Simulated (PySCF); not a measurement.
**C₇H₁₉NSi: geometry, NMR shifts**

Wanted: the NMR shifts of C₇H₁₉NSi (`CC(C)C[C@H](C)CN[SiH3]`), by calculation.

Programs: PySCF 2.14.0, with density-fitted response routines of our own. Each step states its level of theory. These are calculated values for one molecule, in the gas phase or a continuum, unless marked as measured. Atoms are numbered from 0 throughout.

## 1. Starting geometry

28 atoms, charge 0, multiplicity 1; geometry from: GFN2-xTB. The atoms were then displaced at random by about 0.01 Å, so the start is not that level's minimum.

Bonds of the start (Å): C0–C1 1.52, C1–C2 1.54, C1–C3 1.57, C3–C4 1.51, C4–C5 1.52, C4–C6 1.55, C6–N7 1.45, N7–Si8 1.71, C0–H9 1.11, C0–H10 1.05, C0–H11 1.09, C1–H12 1.08, C2–H13 1.09, C2–H14 1.08, C2–H15 1.11, C3–H16 1.10, C3–H17 1.10, C4–H18 1.08, C5–H19 1.07, C5–H20 1.08, C5–H21 1.10, C6–H22 1.12, C6–H23 1.08, N7–H24 1.00, Si8–H25 1.48, Si8–H26 1.47, Si8–H27 1.47.

## 2. Geometry optimisation at PBE0-D3(BJ)/def2-SVP

What the job is given:

```
{"job": {"xc": "PBE0", "basis": "def2-SVP", "d3": "d3bj", "grid": 1, "shake": 0.01, "kind": "geom"}, "charge": 0, "multiplicity": 1}
C     -2.465080    -0.332820    -1.309880
C     -2.244270    -0.195040     0.185940
C     -3.414890     0.559000     0.838090
C     -0.888520     0.534840     0.490310
C      0.344450    -0.189360     0.009560
C      0.552540    -1.513750     0.724830
C      1.575190     0.720580     0.258830
N      2.781410     0.165670    -0.314250
Si     4.328340     0.320910     0.393940
H     -2.473900     0.674790    -1.767670
H     -1.738000    -0.928040    -1.781760
H     -3.450620    -0.759080    -1.496470
H     -2.228960    -1.186490     0.606810
H     -3.484270     1.573880     0.454760
H     -4.341800     0.040230     0.661980
H     -3.247250     0.642670     1.929780
H     -0.957840     1.534300     0.029580
H     -0.856750     0.685690     1.580240
H      0.277990    -0.369400    -1.056090
H      1.511820    -1.908310     0.479010
H      0.491030    -1.385700     1.796440
H     -0.189440    -2.264030     0.422290
H      1.368070     1.731940    -0.180830
H      1.721620     0.844850     1.325890
H      2.697960     0.028380    -1.303840
H      4.852630     1.702060     0.425430
H      4.228620    -0.204790     1.762890
H      5.185670    -0.503280    -0.470470
```

Launch:

```bash
OMP_NUM_THREADS=1 python probes_run.py task.json out
```

The driver reads the jobs from task.json and runs them one after another.

Log:

```text
step   0  E = -621.60205061  max force = 0.031156
step   1  E = -621.61108515  max force = 0.006092
step   2  E = -621.61140611  max force = 0.001375
step   3  E = -621.61145134  max force = 0.000837
step   4  E = -621.61149586  max force = 0.000657
step   5  E = -621.61155308  max force = 0.000507
step   6  E = -621.61158464  max force = 0.000355
step   7  E = -621.61159171  max force = 0.000141
optimisation converged
```

It took 4.2 min on 1 thread of Arm Neoverse V1, shared host; peak memory 0.96 GiB.

The steps of the relaxation:

```tsv
step	energy from step 0 (eV)	largest force component (eV/Å)
0	0.0000	1.6021
1	-0.2458	0.3133
2	-0.2546	0.0707
3	-0.2558	0.0430
4	-0.2570	0.0338
5	-0.2586	0.0261
6	-0.2594	0.0183
7	-0.2596	0.0073
```

Close pairs (by a distance rule), those that changed most:

```tsv
bond	before (Å)	after (Å)	change (Å)
C0–H10	1.051	1.101	+0.049
C1–C3	1.570	1.530	-0.039
C5–H19	1.066	1.100	+0.034
C1–H12	1.077	1.105	+0.028
Si8–H26	1.470	1.496	+0.026
Si8–H25	1.478	1.503	+0.026
C4–H18	1.083	1.107	+0.025
C2–H14	1.077	1.101	+0.024
```

The end geometry stands in the next job.

```tsv
at the end point	value
point group (found at 0.08 Å tolerance)	C1
rotational constants (GHz, main isotopes)	3.613, 0.449, 0.439
dipole moment (D)	1.18
```

## 3. NMR shieldings: PBE0/pcSseg-1 in cyclohexane

What the job is given:

```
{"job": {"kind": "nmr", "xc": "PBE0", "basis": "pcSseg-1", "solvent": "cyclohexane", "pop": true}, "charge": 0, "multiplicity": 1}
C     -2.334345     0.187667    -1.349239
C     -2.082462     0.440722     0.133063
C     -3.232424     1.226966     0.752993
C     -0.755554     1.161285     0.382771
C      0.508155     0.473114    -0.131772
C      0.697834    -0.925382     0.438145
C      1.727318     1.355997     0.152103
N      2.951146     0.839136    -0.414804
Si     4.505193     0.923774     0.339605
H     -2.342909     1.136351    -1.912402
H     -1.565184    -0.459711    -1.797366
H     -3.308583    -0.300408    -1.507454
H     -2.039319    -0.539380     0.641916
H     -3.331290     2.218022     0.278822
H     -4.192455     0.702006     0.628835
H     -3.074152     1.389590     1.830659
H     -0.819384     2.171156    -0.064508
H     -0.644938     1.322559     1.471399
H      0.433388     0.390424    -1.233503
H      1.671398    -1.332466     0.129254
H      0.676265    -0.902195     1.541035
H     -0.086687    -1.619902     0.102942
H      1.506886     2.384711    -0.198849
H      1.857280     1.434966     1.247385
H      2.920721     0.735131    -1.423607
H      5.093158     2.301796     0.465347
H      4.405726     0.372936     1.726889
H      5.442443     0.105489    -0.487662
```

Method: GIAO PBE0/pcSseg-1 NMR shielding, non-relativistic, IEF-PCM cyclohexane.

Log:

```text
coarse grid: 22072 points
cycle   1  E = -621.7338833813  dE =  5.134e-01  |g| = 5.327e-01  |ddm| = 4.442e+00
cycle   2  E = -621.7034880703  dE =  3.040e-02  |g| = 6.516e-01  |ddm| = 1.103e+00
cycle   3  E = -621.8072443591  dE = -1.038e-01  |g| = 6.614e-02  |ddm| = 6.475e-01
cycle   4  E = -621.8079379652  dE = -6.936e-04  |g| = 3.413e-02  |ddm| = 8.329e-02
cycle   5  E = -621.8081927368  dE = -2.548e-04  |g| = 5.403e-03  |ddm| = 3.315e-02
cycle   6  E = -621.8081981687  dE = -5.432e-06  |g| = 2.054e-03  |ddm| = 6.733e-03
final grid: 203448 points
cycle   7  E = -621.8624474894  dE = -7.666e-05  |g| = 1.123e-02  |ddm| = 4.798e-02
cycle   8  E = -621.8624317971  dE =  1.569e-05  |g| = 1.372e-02  |ddm| = 2.427e-02
cycle   9  E = -621.8624806521  dE = -4.885e-05  |g| = 7.202e-04  |ddm| = 1.333e-02
cycle  10  E = -621.8624807401  dE = -8.796e-08  |g| = 3.384e-04  |ddm| = 8.763e-04
cycle  11  E = -621.8624807632  dE = -2.312e-08  |g| = 7.232e-05  |ddm| = 3.307e-04
cycle  12  E = -621.8624807642  dE = -9.959e-10  |g| = 2.783e-05  |ddm| = 9.533e-05
converged SCF energy = -621.8624807642

GIAO shielding tensors (ppm)
atom      isotropic    diamagn.    paramagn.     s11        s22        s33       span
  0 C      163.644     248.766     -85.122    149.688    156.756    184.488     34.800
  1 C      158.077     244.753     -86.676    153.313    157.982    162.937      9.623
  2 C      158.492     245.220     -86.728    139.184    149.407    186.885     47.701
  3 C      139.033     251.023    -111.990    121.238    133.349    162.511     41.274
  4 C      147.744     247.862    -100.117    136.934    145.341    160.957     24.023
  5 C      168.841     250.919     -82.079    151.474    168.793    186.255     34.782
  6 C      129.715     247.681    -117.966    104.382    126.825    157.938     53.555
  7 N      245.569     321.799     -76.230    206.401    238.164    292.142     85.741
  8 Si     405.828     877.553    -471.724    356.644    379.183    481.658    125.014
  9 H       30.940      31.431      -0.491     27.643     28.619     36.559      8.916
 10 H       29.976      32.635      -2.659     24.375     30.495     35.057     10.682
 11 H       30.352      30.125       0.227     26.003     27.614     37.440     11.438
 12 H       29.729      33.741      -4.012     25.258     30.040     33.888      8.630
 13 H       30.587      29.014       1.573     27.177     28.525     36.060      8.883
 14 H       30.164      27.907       2.257     25.673     27.428     37.390     11.716
 15 H       30.255      29.059       1.196     25.583     28.267     36.915     11.332
 16 H       30.517      35.161      -4.644     25.856     31.765     33.930      8.073
 17 H       30.515      35.176      -4.661     25.400     32.170     33.974      8.574
 18 H       30.158      35.859      -5.702     25.608     31.228     33.638      8.030
 19 H       29.472      32.924      -3.452     23.971     29.519     34.927     10.957
 20 H       31.211      33.532      -2.321     27.498     28.879     37.257      9.760
 21 H       30.280      33.532      -3.252     24.988     30.031     35.820     10.833
 22 H       28.352      32.210      -3.858     21.885     30.450     32.722     10.837
 23 H       29.358      33.844      -4.486     24.251     31.694     32.130      7.880
 24 H       31.804      33.237      -1.433     22.338     31.255     41.817     19.479
 25 H       26.582      26.034       0.549     22.698     24.427     32.622      9.924
 26 H       26.759      28.175      -1.416     22.817     26.106     31.354      8.537
 27 H       26.638      26.723      -0.086     23.169     24.733     32.011      8.842
```

Run time: 66 s. Hardware: 1 thread of Arm Neoverse V1, shared host; peak memory 1.3 GiB.

Shifts follow as δ = σ(reference) − σ, with reference shieldings (ppm) from runs at the same level and on the same kind of geometry: ¹H TMS 31.26, ¹³C TMS 184.8, ²⁹Si TMS 351.9, ¹⁵N NH3 266.9. The references are single molecules in the same continuum, so shifts against H2O, NH3, PH3, H3PO4 or CFCl3 are not on the usual liquid scales and can be off by tens of ppm. Atoms listed in one row are averaged.

```tsv
atoms	environment	σ (ppm)	δ (ppm)
C6	sp3 CH2 bonded to N	129.7	55.1
C3	sp3 CH2	139.0	45.8
C4	sp3 CH	147.7	37.1
C1	sp3 CH	158.1	26.7
C2	methyl carbon	158.5	26.3
C0	methyl carbon	163.6	21.2
C5	methyl carbon	168.8	16.0
H25, H26, H27	hydrogen on a silicon bonded to N	26.66	4.60
H22	hydrogen on an sp3 CH2 bonded to N	28.35	2.90
H23	hydrogen on an sp3 CH2 bonded to N	29.36	1.90
H12	hydrogen on an sp3 CH	29.73	1.53
H18	hydrogen on an sp3 CH	30.16	1.10
H19, H20, H21	hydrogen on a methyl carbon	30.32	0.94
H13, H14, H15	hydrogen on a methyl carbon	30.34	0.92
H9, H10, H11	hydrogen on a methyl carbon	30.42	0.83
H17	hydrogen on an sp3 CH2	30.51	0.74
H16	hydrogen on an sp3 CH2	30.52	0.74
H24	hydrogen on a nitrogen bonded to C, Si	31.80	-0.55
N7	nitrogen bonded to C, Si, H	245.6	21.3
Si8	silicon bonded to N, 3 H	405.8	-53.9
```

The run also stored atomic charges by several schemes (e):

```tsv
atoms	Mulliken	IAO	Hirshfeld	ESP fit
C0	-0.24	-0.41	-0.12	-0.60
C1	-0.38	-0.09	-0.02	0.68
C2	-0.22	-0.41	-0.12	-0.59
C3	-0.14	-0.25	-0.07	-0.61
C4	-0.38	-0.10	-0.02	0.29
C5	-0.22	-0.41	-0.12	-0.51
C6	0.09	-0.13	-0.02	-0.01
N7	-0.70	-0.67	-0.23	-0.61
Si8	0.61	0.73	0.34	0.48
```

Mayer bond orders: C0–C1 1.02, C1–C2 1.05, C1–C3 1.00, C3–C4 1.01, C4–C5 1.02, C4–C6 1.01, C6–N7 0.94, N7–Si8 1.01.

## 4. Summary of results

| quantity | value |
| --- | --- |
| point group | C1 |
| rotational constants (main isotopes) | 3.61, 0.45, 0.44 GHz |
| ¹³C shifts against TMS (PBE0/pcSseg-1, cyclohexane) | 55.1, 45.8, 37.1, 26.7, 26.3, 21.2, 16.0 ppm |
| ¹H shifts against TMS (PBE0/pcSseg-1, cyclohexane, means over atoms taken as alike) | 4.60, 2.90, 1.90, 1.53, 1.10, 0.94, 0.92, 0.83, 0.74, 0.74, -0.55 ppm |
| ¹⁵N shifts against NH3 (PBE0/pcSseg-1, cyclohexane) | 21.3 ppm |
| ²⁹Si shifts against TMS (PBE0/pcSseg-1, cyclohexane) | -53.9 ppm |

What this shows: Over 7 steps the energy fell by 0.260 eV; of the close pairs, C0–H10 changed most, 1.051 to 1.101 Å. The most deshielded carbon is C6 (sp3 CH2 bonded to N), at 55.1 ppm: deshielded by the electronegative neighbour. At PBE0/pcSseg-1: The widest tensor belongs to Si8: span 125 ppm, with a paramagnetic part of -472 ppm.
